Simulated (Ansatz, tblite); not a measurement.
# Be6O6: isomers side by side

The task here is to estimate one member of a computed series from the others.

Program: Ansatz 0.2.0, Gaussian basis. Level of theory: relaxed with r2SCAN-D4/def2-SVP, singlet. These are calculated values, not measurements.

2 further runs of the same task are left out: 2 set aside as unsound or not needed. Runs told in other sessions of the task aren't counted.

## The system as given

12 atoms, charge 0, spin multiplicity 1.

Atoms are counted from 1 here; the program's logs count them from 0.

Bond lengths: Be1–O7 1.426 Å, Be1–O12 1.426 Å, Be2–O7 1.426 Å, Be2–O8 1.426 Å, Be3–O8 1.426 Å, Be3–O9 1.426 Å, Be4–O9 1.426 Å, Be4–O10 1.426 Å, Be5–O10 1.426 Å, Be5–O11 1.426 Å, Be6–O11 1.426 Å, Be6–O12 1.426 Å. Angles: O7–Be1–O12 154.3°, O7–Be2–O8 154.3°, O8–Be3–O9 154.4°, O9–Be4–O10 154.3°, O10–Be5–O11 154.3°, O11–Be6–O12 154.4°, Be1–O7–Be2 145.5°, Be2–O8–Be3 145.7°, Be3–O9–Be4 145.7°, Be4–O10–Be5 145.6°, Be5–O11–Be6 145.6°, Be1–O12–Be6 145.8°.

The isomers as started, chosen beforehand: A: (BeO)6 ring; B: (BeO)6 prism. The structure above is A.

Set-up of the first run:

Input file in.yaml:

```yaml
crystal:
  periodic: [false, false, false]
  atoms:
    - {symbol: Be, position_ang: [-0.814720, -1.425400, 2.174370]}
    - {symbol: Be, position_ang: [-1.912420, -1.925610, -0.267060]}
    - {symbol: Be, position_ang: [-1.095170, -0.500180, -2.440360]}
    - {symbol: Be, position_ang: [0.815620, 1.424300, -2.174760]}
    - {symbol: Be, position_ang: [1.911630, 1.926330, 0.267410]}
    - {symbol: Be, position_ang: [1.095030, 0.500550, 2.440380]}
    - {symbol: O, position_ang: [-1.606510, -1.976160, 1.124510]}
    - {symbol: O, position_ang: [-1.772690, -1.427490, -1.595600]}
    - {symbol: O, position_ang: [-0.164050, 0.542960, -2.718890]}
    - {symbol: O, position_ang: [1.606520, 1.975390, -1.124370]}
    - {symbol: O, position_ang: [1.771840, 1.428990, 1.596270]}
    - {symbol: O, position_ang: [0.164910, -0.543690, 2.718080]}
basis:
  gaussian: {orbitals: def2-SVP}
hamiltonian: {xc: r2scan, dispersion: d4}
scf: {lower_state_search: "off"}
output: {orbitals: {seedname: orbitals}}
relax: {f_tol: 0.02, max_steps: 100}
```

Started as:

```bash
$ ansatz run in.yaml --threads 4 --pin off --events-out ev --progress --plain --max-ram 4787MiB
```

Steps of the session up to this table: Relaxing candidate A; Relaxing candidate B; Candidate B, PBE0-D4/def2-TZVP; Candidate B, PBE-D4/def2-TZVP; Candidate B, r2SCAN-D4/def2-TZVP; Candidate B, BLYP-D4/def2-TZVP; Candidate B, B3LYP-D4/def2-TZVP; Candidate B, BHLYP-D4/def2-TZVP; Candidate B, PBE-D4/def2-SVP; Candidate B, PBE0-D4/def2-SVP; Candidate B, HF/STO-3G; Candidate B, CCSD(T)/def2-SVP; Candidate B, MP2/def2-TZVP.

One table of the session follows, with a row left open; its other results are not shown here.

It belongs to the step «B against A». 

| method | B above A (kJ/mol) |
| --- | --- |
| GFN1-xTB | 229.0 |
| GFN2-xTB | 90.3 |
| HF/STO-3G | -54.9 |
| HF/def2-SVP | 137.2 |
| HF/def2-TZVP | ? |
| PBE-D4/def2-SVP | 2.7 |
| PBE-D4/def2-TZVP | -37.7 |
| BLYP-D4/def2-TZVP | 33.8 |
| r2SCAN-D4/def2-TZVP | -41.5 |
| B3LYP-D4/def2-TZVP | 25.5 |
| PBE0-D4/def2-SVP | -6.0 |
| PBE0-D4/def2-TZVP | -43.5 |
| BHLYP-D4/def2-TZVP | 24.4 |
| MP2/def2-SVP | 74.3 |
| MP2/def2-TZVP | 6.9 |
| CCSD/def2-SVP | 76.7 |
| CCSD(T)/def2-SVP | 65.6 |

Estimate the missing values for HF/def2-TZVP.

The run gave: B above A (kJ/mol): 106.1. In the column «B above A (kJ/mol)» it lies between GFN2-xTB (90.3) and HF/def2-SVP (137.2).

To keep in mind: Only singlets are compared; another spin may lie lower and prefer another shape.
